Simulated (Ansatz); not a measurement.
# C2H3AlO: how energies converge with the basis set

One table from this session's results is given with a row withheld; the runs are named, their logs left out.

Program: Ansatz 0.2.0, Gaussian basis. Level of theory: one geometry, several basis sets. These are calculated values, not measurements.

Levels to be run: PBE0-D4/def2-SVP; ωB97M-V/def2-SVP; PBE0-D4/def2-QZVPP; ωB97M-V/def2-QZVPP; the functionals' def2-TZVPP values are taken from earlier runs.

### The relaxed structure

An earlier PBE0-D4 in a triple-zeta def2 set relaxation fixed the geometry.

SMILES `C#[C][AlH][OH]`, 7 atoms, charge 0, spin multiplicity 1.

Atoms are counted from 1 here; the program's logs count them from 0.

Bond lengths: C1–C2 1.211 Å, C1–H5 1.067 Å, C2–Al3 1.906 Å, Al3–O4 1.691 Å, Al3–H6 1.569 Å, O4–H7 0.956 Å. Angles: C2–C1–H5 179.9°, C1–C2–Al3 179.4°, C2–Al3–O4 119.4°, C2–Al3–H6 122.9°, O4–Al3–H6 117.7°, Al3–O4–H7 123.2°.

The first run:

Contents of in.yaml:

```yaml
crystal:
  periodic: [false, false, false]
  atoms:
    - {symbol: C, position_ang: [-1.812274, -1.066091, -0.321116]}
    - {symbol: C, position_ang: [-0.872745, -0.372754, -0.001850]}
    - {symbol: Al, position_ang: [0.596201, 0.726636, 0.515228]}
    - {symbol: O, position_ang: [2.071513, 0.578010, -0.296890]}
    - {symbol: H, position_ang: [-2.641308, -1.676301, -0.601266]}
    - {symbol: H, position_ang: [0.505174, 1.779893, 1.674323]}
    - {symbol: H, position_ang: [2.214639, -0.037495, -1.014128]}
basis:
  gaussian: {orbitals: def2-SVP}
hamiltonian: {xc: pbe0, dispersion: d4}
output: {orbitals: {seedname: orbitals}}
```

Started as:

```
> ansatz run in.yaml --threads 2 --pin off --events-out ev --progress --plain --max-ram 4352MiB
```

Steps of the session up to this table: PBE0-D4 in def2-SVP; ωB97M-V in def2-SVP; PBE0-D4 in def2-QZVPP; ωB97M-V in def2-QZVPP.

One of the session's tables, all rows but one given; the rest of the session is left out.

It belongs to the step «Density functionals: the series». 

| functional | basis | HOMO (eV) |
| --- | --- | --- |
| PBE0-D4 | def2-SVP | -8.21 |
| PBE0-D4 | def2-TZVPP | ? |
| PBE0-D4 | def2-QZVPP | -8.32 |
| ωB97M-V | def2-SVP | -10.45 |
| ωB97M-V | def2-TZVPP | -10.56 |
| ωB97M-V | def2-QZVPP | -10.58 |

Estimate the missing values for PBE0-D4, def2-TZVPP.

The run gave: HOMO (eV): -8.30. In the column «HOMO (eV)» it lies between PBE0-D4, def2-QZVPP (-8.32) and PBE0-D4, def2-SVP (-8.21).
